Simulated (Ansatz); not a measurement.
# ZnReH: the cost of one run

Program: Ansatz 0.2.0. Level of theory: DFT PBE, scalar-relativistic, plane waves, PAW. These are calculated values, not measurements.

### 1 The system as given

The structure is tetragonal, space group P4/mmm (No. 123). The conventional cell has a = 3.558 Å, b = 3.558 Å, c = 3.363 Å, α = 90.00°, β = 90.00°, γ = 90.00°. Zn (site symmetry 4/mmm) has 4 Re at 2.52 Å as nearest neighbours. Re (site symmetry 4/mmm) has 2 H at 1.68 Å as nearest neighbours. H (site symmetry 4/mmm) has 2 Re at 1.68 Å as nearest neighbours.

As a file:

```cif
data_structure
_symmetry_space_group_name_H-M 'P 1'
_symmetry_Int_Tables_number 1
_cell_length_a 3.5578
_cell_length_b 3.5578
_cell_length_c 3.3634
_cell_angle_alpha 90.000
_cell_angle_beta 90.000
_cell_angle_gamma 90.000
_cell_volume 42.57
loop_
_atom_site_label
_atom_site_type_symbol
_atom_site_fract_x
_atom_site_fract_y
_atom_site_fract_z
_atom_site_occupancy
Zn1 Zn 0.00000 0.00000 0.00000 1
Re1 Re 0.50000 0.50000 0.00000 1
H1 H 0.50000 0.50000 0.50000 1
```

The cell was relaxed beforehand at this level, from a generated guess; it needn't be the stable form of this composition. At a tolerance of 0.05 Å it has space group P4/mmm (No. 123); it has 14.19 Å³/atom, an uncorrected energy of +1.08 eV/atom over the elements.

### 2 Bands, states and charges

File input.yaml:

```yaml
crystal:
  lattice:
    - [3.557848926, 0.0, 0.0]
    - [0.0, 3.557848926, 0.0]
    - [0.0, 0.0, 3.3633725656]
  atoms:
    - { symbol: Zn, position: [0.0, 0.0, 0.0] }
    - { symbol: Re, position: [0.5, 0.5, 0.0] }
    - { symbol: H, position: [0.5, 0.5, 0.5] }
basis:
  ecutwfc: 420
kpoints:
  mp_grid: { grid: [14, 14, 14] }
  band_path:
    path:
      - [[0.0, 0.0, 0.0], [0.0, 0.5, 0.0], [0.5, 0.5, 0.0], [0.0, 0.0, 0.0], [0.0, 0.0, 0.5], [0.0, 0.5, 0.5], [0.5, 0.5, 0.5], [0.0, 0.0, 0.5]]
      - [[0.0, 0.5, 0.0], [0.0, 0.5, 0.5]]
      - [[0.5, 0.5, 0.0], [0.5, 0.5, 0.5]]
    npoints: 14
hamiltonian:
  xc: pbe
scf:
  occupations: { method: gaussian, width: 0.1 }
  n_extra_bands: 7
output:
  forces: true
  stress: true
  eigenvalues: true
  populations: true
  dos: { projected: true, de: 0.02, nscf_kmesh: { grid: [17, 17, 17] } }
  bader: true
  write_density: true
  write_potential: true
  elf: true
  volumetric_format: npy
```

Command:

```
$ ansatz run input.yaml --threads 1 --pin off --max-ram 2560MiB --backend cpu --events-out ev --progress --plain --runs-dir out
```

What time and memory should one allow on 1 thread of Arm Neoverse V1, shared host?

About 66 s, with a peak of 0.52 GiB.
